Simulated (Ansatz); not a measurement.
# CH₅AlOS: a ladder of functionals and wavefunction methods

How much do the methods differ for CH₅AlOS? The plan is to run it at one geometry with functionals of several rungs and with coupled cluster, and see how far each lands from CCSD(T) at the basis-set limit for the atomisation energy.

Computed with Ansatz 0.2.0, Gaussian basis. Level: functionals in def2-TZVPP, the program's frozen cores in correlated methods.

Levels to be run: LDA (SPW92), PBE-D4, revPBE-D4, BLYP-D4, r2SCAN-D4, B97M-V, PBE0-D4, B3LYP-D4, r2SCANh-D4, r2SCAN0-D4, HSE06-D4, BHLYP-D4, CAM-B3LYP-D4, LC-ωPBE, ωB97X-V, ωB97M-V, B2PLYP, PBE-QIDH; CCSD(T)/def2-SVP; CCSD(T)/def2-TZVPP; MP2/def2-QZVPP; extrapolation to the limit; RPA on PBE.

### 1 Structure used throughout

The geometry comes from an earlier relaxation with PBE0-D4 in a triple-zeta def2 set; it is a stationary point, not always the lowest conformer.

SMILES `C[S][AlH][OH]`, 9 atoms, charge 0, spin multiplicity 1.

Atoms are counted from 1 here; the program's logs count them from 0.

Bond lengths: C1–S2 1.823 Å, C1–H5 1.091 Å, C1–H6 1.089 Å, C1–H7 1.089 Å, S2–Al3 2.172 Å, Al3–O4 1.690 Å, Al3–H8 1.575 Å, O4–H9 0.955 Å. Angles: S2–C1–H5 111.8°, S2–C1–H6 108.8°, S2–C1–H7 108.7°, H5–C1–H6 109.0°, H5–C1–H7 109.0°, H6–C1–H7 109.4°, C1–S2–Al3 100.3°, S2–Al3–O4 120.9°, S2–Al3–H8 120.1°, O4–Al3–H8 119.0°, Al3–O4–H9 125.0°.

As a file:

```xyz
9
charge 0, multiplicity 1
C    -0.0088    1.0066   -1.4611
S     0.1735    1.1524    0.3473
Al   -0.0113   -0.9335    0.9250
O     0.0856   -1.3969    2.5476
H    -0.1432   -0.0297   -1.7727
H    -0.8754    1.5868   -1.7747
H     0.8856    1.4068   -1.9362
H    -0.2397   -2.0397   -0.1724
H     0.2222   -0.7994    3.2802
```

### 2 LDA

This LDA is Slater exchange with PW92 correlation.

The input, in.yaml:

```yaml
crystal:
  periodic: [false, false, false]
  atoms:
    - {symbol: C, position_ang: [-0.008787, 1.006634, -1.461057]}
    - {symbol: S, position_ang: [0.173520, 1.152442, 0.347275]}
    - {symbol: Al, position_ang: [-0.011282, -0.933488, 0.924982]}
    - {symbol: O, position_ang: [0.085625, -1.396872, 2.547620]}
    - {symbol: H, position_ang: [-0.143213, -0.029744, -1.772745]}
    - {symbol: H, position_ang: [-0.875415, 1.586824, -1.774651]}
    - {symbol: H, position_ang: [0.885573, 1.406830, -1.936228]}
    - {symbol: H, position_ang: [-0.239697, -2.039658, -0.172429]}
    - {symbol: H, position_ang: [0.222177, -0.799368, 3.280234]}
basis:
  gaussian: {orbitals: def2-TZVPP}
hamiltonian: {xc: lda}
output: {orbitals: {seedname: orbitals}}
```

Run with:

```sh
$ ansatz run in.yaml --threads 2 --pin off --events-out ev --progress --plain --max-ram 4352MiB
```

After this run come: PBE-D4 (GGA); revPBE-D4 (GGA); BLYP-D4 (GGA); r2SCAN-D4 (meta-GGA); B97M-V (meta-GGA); PBE0-D4 (hybrid); B3LYP-D4 (hybrid); r2SCANh-D4 (hybrid); r2SCAN0-D4 (hybrid); HSE06-D4 (hybrid); BHLYP-D4 (hybrid); CAM-B3LYP-D4 (range-separated); LC-ωPBE (range-separated); ωB97X-V (range-separated); ωB97M-V (range-separated); B2PLYP (double hybrid); PBE-QIDH (double hybrid); CCSD(T) in def2-SVP; CCSD(T) in def2-TZVPP; MP2 in def2-QZVPP; RPA on PBE orbitals.

Q: Predict the results of all the runs planned. Wanted: atomisation energy, CCSD(T)/CBS; farthest beyond LDA; mean size of error, GGA; mean size of error, meta-GGA; mean size of error, hybrid; mean size of error, range-separated; mean size of error, double hybrid; gap, smallest and largest; T1 diagnostic.

The runs gave:

| quantity | value |
| --- | --- |
| atomisation energy, CCSD(T)/CBS | 3161.8 kJ/mol |
| functionals within 15.8 kJ/mol (0.5 %) | r2SCAN-D4, B97M-V, CAM-B3LYP-D4, ωB97X-V, ωB97M-V |
| farthest beyond LDA | BHLYP-D4 (-110.8 kJ/mol) |
| mean size of error, GGA | 36.2 kJ/mol |
| mean size of error, meta-GGA | 6.4 kJ/mol |
| mean size of error, hybrid | 45.5 kJ/mol |
| mean size of error, range-separated | 13.7 kJ/mol |
| mean size of error, double hybrid | 48.1 kJ/mol |
| gap, smallest and largest | 4.60 eV (LDA (SPW92)), 11.33 eV (LC-ωPBE) |
| T1 diagnostic | 0.0116 |
| triples share of the correlation energy | 3.8 % |

What this shows: LDA overbinds by 404.3 kJ/mol (13 %). PBE-D4 misses by +17.7 kJ/mol. Double hybrids carry the basis error of their MP2 part in triple zeta, and no dispersion term here, so their miss is partly the set-up's. The rungs meta-GGA, range-separated miss on average by less than the doubt on the reference (15.8 kJ/mol), so they tie. The reference freezes the cores and leaves out relativity and excitations past (T), so misses under about 15.8 kJ/mol can't be ranked. Hartree-Fock recovers 73 % of the binding; the rest is correlation. CCSD(T) in def2-SVP is off by -217.0 kJ/mol, so the small basis spoils what the method gains. Orbital gaps span 4.6 to 11.3 eV; exact exchange widens them.
